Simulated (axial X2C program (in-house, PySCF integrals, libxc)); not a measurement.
**RuSe⁺: from the state search to constants**

Aim: find the lowest determinant of RuSe⁺, scan the bond at several levels and fit the constants, once spin-free and once with spin–orbit coupling.

The runs use an in-house X2C program for linear molecules on PySCF integrals; all-electron X2C, Ru dyall-cv3z, Se dyall-cv3z.

All values are calculated.

## (1) The job

Input file task.json:

```json
{"zs": [44, 34], "q": 1, "bas": ["dyall-cv3z", "dyall-cv3z"], "levels": ["PBE0", "HF", "PBEsol"], "cc": true, "r0": 2.21, "thr": -2.0, "nmax": 90, "npts": 10, "nst": 2, "ntry": 6}
```

Keys: zs atomic numbers; q charge; bas basis sets; levels methods (HF also brings MP2); cc coupled cluster on or off; r0 starting distance in Å; thr threshold in hartree for freezing inner shells (an s shell follows its p shell); nmax most natural virtual spinors; npts points asked for on the curve; nst determinants followed; ntry starts of the search.

The run is started by

```bash
$ python so2c.py task.json out
```

Spin-free means the one-electron spin-free X2C Hamiltonian; two-component (2c) means X2C with spin–orbit coupling and atomic mean-field two-electron Coulomb and Gaunt terms. Basis: Ru dyall-cv3z contracted to [12s12p8d5f3g], Se dyall-cv3z contracted to [8s9p6d4f1g]; Gaussian nuclei, density fitting. Masses: Ru 101.904 u, Se 79.917 u.

Notation: σ, π±, δ± give the projection m of an orbital's angular momentum (0, ±1, ±2), α and β its spin, Λ and M_S the sums; ω is the projection of a spinor's total angular momentum and Ω the sum. Logs are in hartree.

The results follow Hamiltonian by Hamiltonian and level by level.

## (2) State search with PBE0

Determinants are compared with PBE0 at 2.210 Å.

Spin-free determinants:

```
ΔE (eV)             state                                    open shells
   0.00  M_S = 5/2, Λ = 0   beyond closed shells: σα, π+α, π-α, δ+α, δ-α
   0.52  M_S = 3/2, Λ = 1   beyond closed shells: σα, π-α, δ+α, δ+β, δ-α
   0.52  M_S = 3/2, Λ = 3   beyond closed shells: σα, π+α, δ+α, δ+β, δ-α
   0.79  M_S = 3/2, Λ = 2  beyond closed shells: π+α, π-α, δ+α, δ+β, δ-α
   1.00  M_S = 3/2, Λ = 0   beyond closed shells: σα, π+β, π-α, δ+α, δ-α
   1.00  M_S = 3/2, Λ = 2   beyond closed shells: σα, π+α, π+β, δ+α, δ-α
   1.21  M_S = 3/2, Λ = 1            beyond closed shells: π+α, δ+α, δ-α
```

Two-component determinants:

```tsv
ΔE (eV)	state	open shells
0.00	Ω = 5/2	excess of +ω over −ω: ω = 5/2
0.52	Ω = 9/2	excess of +ω over −ω: ω = 1/2, ω = 3/2, ω = 5/2
0.52	Ω = 3/2	excess of +ω over −ω: ω = 3/2
0.60	Ω = 7/2	excess of +ω over −ω: 2 × ω = 1/2, ω = 5/2
0.66	Ω = 7/2	excess of +ω over −ω: ω = -1/2, ω = 3/2, ω = 5/2
0.72	Ω = 1/2	excess of +ω over −ω: 2 × ω = 1/2, 2 × ω = -3/2, ω = 5/2
0.75	Ω = 1/2	excess of +ω over −ω: ω = 1/2
```

## (3) PBE0, spin-free

State followed: M_S = 5/2, Λ = 0 (beyond closed shells: σα, π+α, π-α, δ+α, δ-α). The scan is laid around 2.259 Å, a first estimate of the minimum, and this SCF restarts from the orbitals of the search.

The SCF at the reference distance of 2.259 Å:

```text
spin-free X2C-1e  PBE0
basis functions 252  fitting functions 1260  grid points 5802
iter        total energy     max residual
   1      -6954.408535698     8.73e+00
   2      -6959.469219364     4.69e-02
   3      -6959.451895221     5.81e-02
   4      -6959.493295945     2.26e-02
   5      -6959.504282160     4.82e-03
   6      -6959.505057167     5.90e-04
   7      -6959.505062564     4.82e-04
   8      -6959.505069613     1.25e-04
   9      -6959.505070716     2.57e-05
  10      -6959.505070840     1.41e-05
  11      -6959.505070853     3.18e-06
  12      -6959.505070855     4.16e-06
converged
one-electron -10306.31519237  Coulomb 3219.04077759  exact exchange -54.77479973  xc functional -167.89813502  nuclear repulsion 350.44227868
```

Along the bond, energies from the lowest point:

```
R (Å)  E (eV)  μ (D)  HOMO (eV)  LUMO (eV)  iterations
1.965  1.1055  -3.22     -12.96     -10.15          13
2.056  0.4389  -3.39     -13.03      -9.99          13
2.123  0.1651  -3.48     -13.08      -9.87          13
2.191  0.0313  -3.55     -13.13      -9.75          13
2.259  0.0000  -3.59     -13.18      -9.63          12
2.338  0.0554  -3.61     -13.23      -9.48          14
2.417  0.1770  -3.59     -13.29      -9.34          13
2.519  0.3907  -3.54     -13.02      -9.36          14
2.643  0.6897  -3.44     -12.73      -9.36          13
2.824  1.1223  -3.28     -12.40      -9.32          14
```

Dipoles are positive if Se is the positive end and refer to the centre of mass.

Outer orbitals at the reference distance:

```json
{"symmetry": "σα", "occupied": "yes", "ε (eV)": "-25.82", "atomic character": "72% Se s, 10% Ru d, 9% Ru p"}
{"symmetry": "σβ", "occupied": "yes", "ε (eV)": "-24.14", "atomic character": "70% Se s, 11% Ru d, 10% Ru p"}
{"symmetry": "σα", "occupied": "yes", "ε (eV)": "-16.40", "atomic character": "67% Ru d, 27% Se p, 4% Se s"}
{"symmetry": "δ-α", "occupied": "yes", "ε (eV)": "-16.34", "atomic character": "100% Ru d"}
{"symmetry": "δ+α", "occupied": "yes", "ε (eV)": "-16.34", "atomic character": "100% Ru d"}
{"symmetry": "π+α", "occupied": "yes", "ε (eV)": "-16.15", "atomic character": "79% Ru d, 19% Se p"}
{"symmetry": "π-α", "occupied": "yes", "ε (eV)": "-16.15", "atomic character": "79% Ru d, 19% Se p"}
{"symmetry": "σβ", "occupied": "yes", "ε (eV)": "-14.62", "atomic character": "59% Se p, 28% Ru d, 6% Se s"}
{"symmetry": "π+β", "occupied": "yes", "ε (eV)": "-13.83", "atomic character": "72% Ru d, 23% Se p"}
{"symmetry": "π-β", "occupied": "yes", "ε (eV)": "-13.83", "atomic character": "72% Ru d, 23% Se p"}
{"symmetry": "σα", "occupied": "yes", "ε (eV)": "-13.51", "atomic character": "46% Se p, 33% Ru s, 19% Ru d"}
{"symmetry": "π-α", "occupied": "yes", "ε (eV)": "-13.18", "atomic character": "66% Se p, 23% Ru d, 6% Ru p"}
{"symmetry": "π+α", "occupied": "yes", "ε (eV)": "-13.18", "atomic character": "66% Se p, 23% Ru d, 6% Ru p"}
{"symmetry": "δ+β", "occupied": "no", "ε (eV)": "-9.63", "atomic character": "100% Ru d"}
{"symmetry": "δ-β", "occupied": "no", "ε (eV)": "-9.63", "atomic character": "100% Ru d"}
{"symmetry": "π+β", "occupied": "no", "ε (eV)": "-9.27", "atomic character": "58% Se p, 28% Ru d, 8% Ru p"}
{"symmetry": "π-β", "occupied": "no", "ε (eV)": "-9.27", "atomic character": "58% Se p, 28% Ru d, 8% Ru p"}
```

PBE0 fields in the half plane through the axis: z from -2.4 to 4.5 Å across, distance from the axis 0.15 to 2.25 Å upwards; Ru lies at z = 0 and Se at z = 2.259 Å; the ELF is damped to zero where the density is low.

log10 density (e/bohr³). Ten even steps from ' ' (-5.03 ) to '@' (1.72 ):
```
      ....::::::::::::::::::::::::::::::....    
    ..::::::--------------------------::::....  
  ....::--------====================------::....
....::----==============================----::..
..::::--====++++++++++++++++++++++++++====--::::
..::----==++**********++++++********++++==----::
..::--====++**######****++****####****++====--::
..::--==++**##%%@@%%##******##@@@@##**++====--::
```

ELF. Ten even steps from '0' (0.00 ) to '9' (0.84 ):
```
000000000000001111000000
000000111111122333310000
000001222222345666642000
000012222223467899874200
000012343333578899987410
000013677643686447998520
000014895973662442799630
000003827273644765499730
```

Re = 2.250 Å, ωe = 319 cm⁻¹, ωexe = 1.07 cm⁻¹, Be = 0.07434 cm⁻¹, De = 3.12 eV, μ = -3.59 D.

## (4) HF, spin-free

Output at 2.259 Å:

```text
spin-free X2C-1e  HF
basis functions 252  fitting functions 1260  grid points 5802
iter        total energy     max residual
   1      -6955.931335028     3.02e-01
   2      -6955.971583004     8.77e-03
   3      -6955.977373584     9.05e-03
   4      -6955.979748277     5.40e-03
   5      -6955.982480859     4.32e-03
   6      -6955.984328548     2.11e-03
   7      -6955.984859798     1.22e-03
   8      -6955.985037399     6.07e-04
   9      -6955.985075212     2.48e-04
  10      -6955.985080192     7.29e-05
  11      -6955.985080788     3.44e-05
  12      -6955.985080889     2.02e-05
  13      -6955.985080907     9.63e-06
  14      -6955.985080911     2.63e-06
  15      -6955.985080911     8.26e-07
converged
one-electron -10307.35353844  Coulomb 3220.27219939  exact exchange -219.34602054  xc functional 0.00000000  nuclear repulsion 350.44227868
```

Re = 2.516 Å, ωe = 161.3 cm⁻¹, ωexe = 0.895 cm⁻¹, Be = 0.05946 cm⁻¹, De = 0.961 eV, μ = -3.29 D.

## (5) PBEsol, spin-free

The SCF at the reference distance of 2.259 Å:

```text
spin-free X2C-1e  PBEsol
basis functions 252  fitting functions 1260  grid points 5802
iter        total energy     max residual
   1      -6955.337025912     2.85e-01
   2      -6955.345757656     8.34e-03
   3      -6955.323689960     3.17e-02
   4      -6955.328699644     2.77e-02
   5      -6955.347134771     4.91e-04
   6      -6955.347131550     6.18e-04
   7      -6955.347140751     1.54e-04
   8      -6955.347141317     3.07e-05
   9      -6955.347141345     1.15e-05
  10      -6955.347141347     6.89e-06
  11      -6955.347141349     6.63e-07
converged
one-electron -10304.90691129  Coulomb 3217.51395778  exact exchange 0.00000000  xc functional -218.39646651  nuclear repulsion 350.44227868
```

Re = 2.233 Å, ωe = 337 cm⁻¹, ωexe = 0.879 cm⁻¹, Be = 0.07548 cm⁻¹, De = 4.27 eV, μ = -3.20 D.

## (6) MP2 and beyond, spin-free

Correlated methods: 13 electrons correlated (frozen shells, counted by type: Ru 4 s, 3 p, 1 d; Se 3 s, 2 p, 1 d), 307 virtual spinors in MP2, 89 natural virtuals in coupled cluster.

Output of the correlated part at 2.259 Å:

```text
correlated 13  virtual 307  natural virtual 89  E(MP2) -0.326242541  MP2 remainder -0.023668728
iter   CCSD correlation   residual
   1     -0.305934565   1.36e-01
   2     -0.313844008   7.18e-02
   3     -0.318989294   4.38e-02
   4     -0.320837831   2.38e-02
   5     -0.321627677   9.78e-03
   6     -0.321663909   3.23e-03
   7     -0.321690605   1.28e-03
   8     -0.321697241   5.05e-04
   9     -0.321688763   2.05e-04
  10     -0.321692014   7.81e-05
  11     -0.321690550   3.33e-05
  12     -0.321690861   1.51e-05
  13     -0.321690566   7.47e-06
  14     -0.321690325   3.39e-06
  15     -0.321690232   1.53e-06
  16     -0.321690170   8.07e-07
  17     -0.321690152   3.38e-07
(T) -0.015875539  T1 0.0672  D1 0.1298  max T2 0.078
```

T1 in the output is the amplitude norm over the root of the electron number; divide by √2 for the Lee–Taylor value.

MP2: Re = 2.213 Å, ωe = 313 cm⁻¹, Be = 0.07687 cm⁻¹, De = 2.40 eV.

CCSD: Re = 2.260 Å, ωe = 308 cm⁻¹, ωexe = 1.62 cm⁻¹, Be = 0.07366 cm⁻¹, De = 2.32 eV. T1 at Re = 0.048 (Lee–Taylor, the printed value over √2).

CCSD(T): Re = 2.249 Å, ωe = 325 cm⁻¹, ωexe = 1.43 cm⁻¹, Be = 0.0744 cm⁻¹, De = 2.51 eV. T1 at Re = 0.047 (Lee–Taylor, the printed value over √2).

## (7) A higher determinant, spin-free

State: M_S = 3/2, Λ = 1 (beyond closed shells: σα, π-α, δ+α, δ+β, δ-α).

Output at the reference distance:

```text
spin-free X2C-1e  PBE0
basis functions 252  fitting functions 1260  grid points 5802
iter        total energy     max residual
   1      -6954.415895198     8.67e+00
   2      -6959.449164826     4.69e-02
   3      -6959.423610887     5.84e-02
   4      -6959.457050553     3.32e-02
   5      -6959.483889877     5.04e-03
   6      -6959.484470287     1.30e-03
   7      -6959.484507435     5.14e-04
   8      -6959.484518287     3.67e-04
   9      -6959.484525914     1.88e-04
  10      -6959.484527066     3.48e-05
  11      -6959.484527147     9.53e-06
  12      -6959.484527159     5.15e-06
  13      -6959.484527162     1.41e-06
  14      -6959.484527162     4.43e-07
converged
one-electron -10306.45000331  Coulomb 3219.14491256  exact exchange -54.75811149  xc functional -167.86360360  nuclear repulsion 350.44227868
```

```csv
R (Å),E above the lowest PBE0 point (eV)
1.965,1.199
2.056,0.732
2.123,0.577
2.191,0.530
2.259,0.559
2.338,0.659
2.417,0.811
2.519,1.059
2.643,1.408
```

Re = 2.195 Å, ωe = 310 cm⁻¹, ωexe = 0.522 cm⁻¹, Be = 0.07808 cm⁻¹, μ = -3.14 D. Te = 0.53 eV.

## (8) The spin-free curves together

Energy (eV) of the followed determinant, spin-free, from each level's lowest point:

```
R (Å)   PBE0     HF    MP2   CCSD  CCSD(T)  PBEsol
1.965  1.105  1.967  0.804    n/a      n/a   1.031
2.056  0.439  1.124  0.269  0.467    0.443   0.385
2.123  0.165  0.705  0.073  0.186    0.168   0.127
2.191  0.031  0.418  0.000  0.042    0.031   0.011
2.259  0.000  0.228  0.012  0.000    0.000   0.000
2.338  0.055  0.093  0.094  0.041    0.058   0.082
2.417  0.177  0.025  0.219  0.142    0.182   0.234
2.519  0.391  0.000  0.405  0.319    0.391   0.494
2.643  0.690  0.028  0.636    n/a      n/a   0.860
2.824  1.122  0.127  0.947    n/a      n/a   1.410
```

[end of part 1 of 2]
